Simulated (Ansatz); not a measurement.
# H9NO2Si: the cost of one run

Method: RKS revPBE-D4/def2-SVP, in Ansatz 0.2.0.

### 1 The system as given

Bond lengths: Si1–N2 2.120 Å, Si1–H3 1.466 Å, Si1–H4 1.459 Å, Si1–H5 1.502 Å, Si1–O7 2.069 Å, N2–H10 1.008 Å, N2–H11 1.008 Å, O7–H12 0.957 Å, O9–H13 0.958 Å. Angles: Si1–N2–H10 110.0°, Si1–N2–H11 109.2°, H10–N2–H11 108.9°, N2–Si1–H3 105.3°, N2–Si1–H4 103.9°, N2–Si1–H5 92.6°, N2–Si1–O7 87.6°, H3–Si1–H4 145.2°, H3–Si1–H5 98.0°, H3–Si1–O7 83.7°, H4–Si1–H5 99.2°, H4–Si1–O7 79.0°, H5–Si1–O7 178.1°, Si1–O7–H12 115.8°.

As a file:

```xyz
13

Si    0.6356    1.0112    0.8455
N     0.6040   -1.0677    0.4320
H     1.6439    1.5701   -0.0593
H    -0.6357    1.2538    1.5193
H     1.5139    0.8277    2.0500
H    -1.0573    0.1209   -1.1387
O    -0.6282    1.2640   -0.7733
H    -0.3581   -1.2819   -0.4741
O    -1.2937   -1.1182   -1.3290
H     1.4963   -1.3590    0.0655
H     0.4207   -1.5734    1.2846
H    -0.2263    1.6277   -1.5616
H    -2.1150   -1.2752   -0.8609
```

### 2 Pulling towards end A

Springs on the bonds that form and break draw the guess towards this end; the thresholds are loose.

input.yaml reads:

```yaml
crystal:
  periodic: [false, false, false]
  atoms:
    - { symbol: Si, position_ang: [0.6356, 1.0112, 0.8455] }
    - { symbol: "N", position_ang: [0.604, -1.0677, 0.432] }
    - { symbol: H, position_ang: [1.6439, 1.5701, -0.0593] }
    - { symbol: H, position_ang: [-0.6357, 1.2538, 1.5193] }
    - { symbol: H, position_ang: [1.5139, 0.8277, 2.05] }
    - { symbol: H, position_ang: [-1.0573, 0.1209, -1.1387] }
    - { symbol: O, position_ang: [-0.6282, 1.264, -0.7733] }
    - { symbol: H, position_ang: [-0.3581, -1.2819, -0.4741] }
    - { symbol: O, position_ang: [-1.2937, -1.1182, -1.329] }
    - { symbol: H, position_ang: [1.4963, -1.359, 0.0655] }
    - { symbol: H, position_ang: [0.4207, -1.5734, 1.2846] }
    - { symbol: H, position_ang: [-0.2263, 1.6277, -1.5616] }
    - { symbol: H, position_ang: [-2.115, -1.2752, -0.8609] }
basis:
  gaussian: { orbitals: def2-SVP }
hamiltonian:
  xc: revpbe
  dispersion: d4
relax:
  f_tol: 0.15
  max_steps: 25
  restrain:
    - { distance: [0, 6], at: 3.07, k: 30.0 }
    - { distance: [5, 8], at: 2.27, k: 30.0 }
    - { distance: [7, 1], at: 2.32, k: 30.0 }
    - { distance: [0, 1], at: 1.82, k: 30.0 }
    - { distance: [5, 6], at: 0.97, k: 30.0 }
    - { distance: [7, 8], at: 0.97, k: 30.0 }
```

Launch:

```bash
$ ansatz run input.yaml --threads 2 --pin off --max-ram 3072MiB --backend cpu --events-out ev --progress --plain --runs-dir out
```

What time and memory should one allow on 2 threads of Intel Xeon Platinum 8488C (Sapphire Rapids), shared host?

About 15 s, with a peak of 0.16 GiB.
